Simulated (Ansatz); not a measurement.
# H4C: the cost of one run

All numbers below are computed with Ansatz 0.2.0 (DFT r2SCAN+D3(BJ), plane waves, PAW, scalar-relativistic, no spin polarisation).

1 further run of the same task is left out (it didn't finish).

## (1) Starting point

The cell holds 40 atoms (C8H32): a = 8.685 Å, b = 8.685 Å, c = 8.685 Å, α = 90.00°, β = 90.00°, γ = 90.00°.

The coordinates stand in the first input below.

## (2) Preparing the start

File input.yaml:

```yaml
crystal:
  lattice:
    - [8.685429, 0.0, 0.0]
    - [0.0, 8.685429, 0.0]
    - [0.0, 0.0, 8.685429]
  atoms:
    - { symbol: C, position: [0.3759277, 0.2779794, 0.9713239] }
    - { symbol: H, position: [0.3913081, 0.3977513, 1.0053541] }
    - { symbol: H, position: [0.2664647, 0.2356363, 1.0156505] }
    - { symbol: H, position: [0.4695636, 0.2088453, 1.0181507] }
    - { symbol: H, position: [0.3763746, 0.2696845, 0.8461403] }
    - { symbol: C, position: [0.7741102, 0.1327757, 0.3480487] }
    - { symbol: H, position: [0.7305534, 0.1176404, 0.2313712] }
    - { symbol: H, position: [0.6977782, 0.0748443, 0.429026] }
    - { symbol: H, position: [0.7789359, 0.2551347, 0.375342] }
    - { symbol: H, position: [0.8891733, 0.0834834, 0.3564558] }
    - { symbol: C, position: [0.0181253, 0.863834, 0.2110741] }
    - { symbol: H, position: [0.095006, 0.8261258, 0.3027659] }
    - { symbol: H, position: [-0.100399, 0.8368855, 0.24215] }
    - { symbol: H, position: [0.0479149, 0.8046523, 0.1045375] }
    - { symbol: H, position: [0.0299792, 0.9876725, 0.194843] }
    - { symbol: C, position: [0.9862798, 0.5810907, 0.6759558] }
    - { symbol: H, position: [1.1104538, 0.5710169, 0.661148] }
    - { symbol: H, position: [0.933159, 0.6090553, 0.5657918] }
    - { symbol: H, position: [0.9612722, 0.6720028, 0.7587178] }
    - { symbol: H, position: [0.9402342, 0.4722878, 0.7181656] }
    - { symbol: C, position: [0.6543209, 0.4453228, 0.5200225] }
    - { symbol: H, position: [0.7476868, 0.3622072, 0.5307247] }
    - { symbol: H, position: [0.6475576, 0.4855745, 0.4013887] }
    - { symbol: H, position: [0.6761105, 0.5427137, 0.5960499] }
    - { symbol: H, position: [0.5459287, 0.3907958, 0.5519268] }
    - { symbol: C, position: [0.0293219, 0.3087877, 0.9459942] }
    - { symbol: H, position: [-0.0069729, 0.3265456, 0.8272201] }
    - { symbol: H, position: [0.0563307, 0.1875699, 0.9637909] }
    - { symbol: H, position: [-0.0632377, 0.3428323, 1.0235417] }
    - { symbol: H, position: [0.1311674, 0.3782028, 0.969424] }
    - { symbol: C, position: [0.7423555, 0.9356381, 0.8040395] }
    - { symbol: H, position: [0.6297181, 0.9906329, 0.8093594] }
    - { symbol: H, position: [0.8272316, 1.0085901, 0.8607314] }
    - { symbol: H, position: [0.7750787, 0.9188606, 0.684091] }
    - { symbol: H, position: [0.7373937, 0.8244686, 0.8619762] }
    - { symbol: C, position: [0.2697078, 0.0546218, 0.2899583] }
    - { symbol: H, position: [0.3407227, 0.1410948, 0.3466966] }
    - { symbol: H, position: [0.2177765, -0.0200838, 0.376342] }
    - { symbol: H, position: [0.3409882, -0.0139469, 0.2127744] }
    - { symbol: H, position: [0.1793436, 0.1114233, 0.2240201] }
basis:
  ecutwfc: 500.0
kpoints:
  mp_grid: { grid: [1, 1, 1] }
hamiltonian:
  xc: r2scan
  dispersion: d3bj
scf:
  occupations: { method: fermi_dirac, width: 0.02 }
  lower_state_search: "off"
relax:
  f_tol: 0.3
  max_steps: 15
  adjacent_minimum: "off"
output:
  write_density: true
  write_potential: true
  elf: true
  volumetric_format: npy
```

Launch:

```
$ ansatz run input.yaml --threads 1 --pin off --max-ram 3072MiB --backend cpu --events-out ev --progress --plain --runs-dir out
```

Q: Estimate wall time and peak memory on 1 thread of Arm Neoverse V1, shared host.

About 2.5 min, with a peak of 1.5 GiB.
